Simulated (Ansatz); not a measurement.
# NaW16: the cost of one run

Method: DFT PBE, plane waves, PAW, scalar-relativistic, no spin polarisation, in Ansatz 0.2.0.

### Step 1. Starting point

The cell holds 17 atoms (NaW16): a = 6.320 Å, b = 6.320 Å, c = 6.320 Å, α = 90.00°, β = 90.00°, γ = 90.00°.

Its coordinates follow in the input file.

### Step 2. Preparing the start

Contents of input.yaml:

```yaml
accuracy: low
crystal:
  lattice:
    - [6.32, 0.0, 0.0]
    - [0.0, 6.32, 0.0]
    - [0.0, 0.0, 6.32]
  atoms:
    - { symbol: W, position: [0.0, 0.0, 0.0] }
    - { symbol: W, position: [0.5, 0.0, 0.0] }
    - { symbol: W, position: [0.0, 0.5, 0.0] }
    - { symbol: W, position: [0.0, 0.0, 0.5] }
    - { symbol: W, position: [0.25, 0.25, 0.25] }
    - { symbol: W, position: [0.5, 0.5, 0.0] }
    - { symbol: W, position: [0.5, 0.0, 0.5] }
    - { symbol: W, position: [0.75, 0.25, 0.25] }
    - { symbol: W, position: [0.0, 0.5, 0.5] }
    - { symbol: W, position: [0.25, 0.75, 0.25] }
    - { symbol: W, position: [0.25, 0.25, 0.75] }
    - { symbol: W, position: [0.5, 0.5, 0.5] }
    - { symbol: W, position: [0.75, 0.75, 0.25] }
    - { symbol: W, position: [0.75, 0.25, 0.75] }
    - { symbol: W, position: [0.25, 0.75, 0.75] }
    - { symbol: W, position: [0.75, 0.75, 0.75] }
    - { symbol: Na, position: [0.2479362, 0.5034772, 0.1359841] }
basis:
  ecutwfc: 420.0
kpoints:
  mp_grid: { grid: [2, 2, 2] }
hamiltonian:
  xc: pbe
  pseudopotentials: { kind: paw, azcp: { folder: soft_1 } }
scf:
  occupations: { method: fermi_dirac, width: 0.05 }
  lower_state_search: "off"
relax:
  f_tol: 0.08
  max_steps: 25
  adjacent_minimum: "off"
```

The run is started by

```sh
$ ansatz run input.yaml --threads 2 --pin off --max-ram 5120MiB --backend cpu --events-out ev --progress --plain --runs-dir out
```

Q: Estimate wall time and peak memory on 2 threads of Arm Neoverse V1, shared host.

About 73 s, with a peak of 0.76 GiB.
